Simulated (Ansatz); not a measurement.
VW2C3:

```
W V C
1.0
    -1.52449    2.16193    4.58503
     1.52449   -2.16193    4.58503
     1.52449    2.16193   -4.58503
W V C
2 1 3
Direct
  0.83402 0.33402 0.50000
  0.16598 0.66598 0.50000
  0.50000 0.00000 0.50000
  0.33904 0.33904 0.00000
  0.66096 0.66096 0.00000
  0.00000 0.00000 0.00000
```

The cell comes from a database or a generator and needn't be the stable form of this composition.

| Item | Value |
| --- | --- |
| Program | Ansatz 0.2.0 |
| Task | relaxation of cell and atoms |
| Functional | LDA |
| Potentials or basis | Ansatz PAW |
| Cutoff | 420 eV (not typed: the program's choice for these potentials) |
| k mesh | 11 × 11 × 11 |
| Occupations | fermi-dirac, width 0.05 eV |
| Spin | collinear spin, ferromagnetic start |
| Starting moments | [0.0, 0.0, 2.0, 0.0, 0.0, 0.0] μB |

At the start: volume 10.07 Å³/atom.

How do energy, volume and symmetry change on relaxing?

It ends after 9 steps and the volume is 9.62 Å³/atom (-4.5 %); space group Immm (No. 71, to 0.05 Å); moment 0.00 μB per cell.

Step by step:
```tsv
step	energy change (eV)	largest force (eV/Å)	volume (Å³)
1	0.0000	0.0623	60.45
2	-0.1385	0.2730	57.09
3	-0.1491	0.0770	57.80
4	-0.1499	0.0042	57.72
5	-0.1499	0.0005	57.72
6	-0.1499	0.0003	57.72
7	-0.1443	0.0003	57.72
8	-0.1444	0.0001	57.70
9	-0.1443	0.0001	57.70
```

Final structure:
```
CELL_PARAMETERS angstrom
-1.50267 2.12681 4.51370
1.50267 -2.12681 4.51370
1.50267 2.12681 -4.51370
ATOMIC_POSITIONS crystal
W 0.83298 0.33298 0.50000
W 0.16702 0.66702 0.50000
V 0.50000 0.00000 0.50000
C 0.33991 0.33991 0.00000
C 0.66009 0.66009 0.00000
C 0.00000 0.00000 0.00000
```

Caveat: the plane-wave basis is chosen anew once the cell has moved, so the energies of steps on either side of that aren't comparable; the pressure holds a Pulay correction of +0.4 GPa for the finite cutoff; the PAW data sets come from PBE, with cores solved anew for the run's functional, which leaves a small shift of forces and pressure; the starting moments weren't kept.
